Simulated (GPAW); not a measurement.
The system is C.

```
C
1.0
     2.61972    0.00000    0.00000
     0.00000    2.61972    0.00000
     0.00000    0.00000    2.61972
C
3
Direct
  0.00000 0.50000 0.50000
  0.50000 0.00000 0.50000
  0.50000 0.50000 0.00000
```

The cell was built by a generator and needn't be a form met in nature.

| Item | Value |
| --- | --- |
| Program | GPAW 26.7.0 |
| Task | relaxation of cell and atoms |
| Functional | PBEsol |
| Potentials or basis | PAW data sets generated in the run's folder for this functional |
| Cutoff | 800 eV |
| Basis | pw |
| k mesh | 10 × 10 × 10 |
| Occupations | fermi-dirac, width 0.05 eV |
| Spin | no spin polarisation |

At the start: pressure -5.8 GPa; volume 5.99 Å³/atom.

Question: Where does the relaxation end?

Answer: Over 5 steps the energy falls by 4.5 meV/atom and the volume is 5.73 Å³/atom (-4.5 %); space group Pm-3m (No. 221, to 0.05 Å).

The path:
```
step  energy change (eV)  largest force (eV/Å)  pressure (GPa)  volume (Å³)
   1              0.0000                0.0000           -5.79        17.98
   2             -0.0015                0.0000           -5.38        17.92
   3             -0.0134                0.0000           -0.93        17.25
   4             -0.0135                0.0000            0.76        17.12
   5             -0.0136                0.0000           -0.05        17.18
```

Final structure:
```xyz
3
Lattice="2.5802 0.0000 0.0000 0.0000 2.5802 0.0000 0.0000 0.0000 2.5802" Properties=species:S:1:pos:R:3 pbc="T T T"
C     0.0000    1.2901    1.2901
C     1.2901    0.0000    1.2901
C     1.2901    1.2901    0.0000
```

Caveat: later steps reuse the first step's grids.
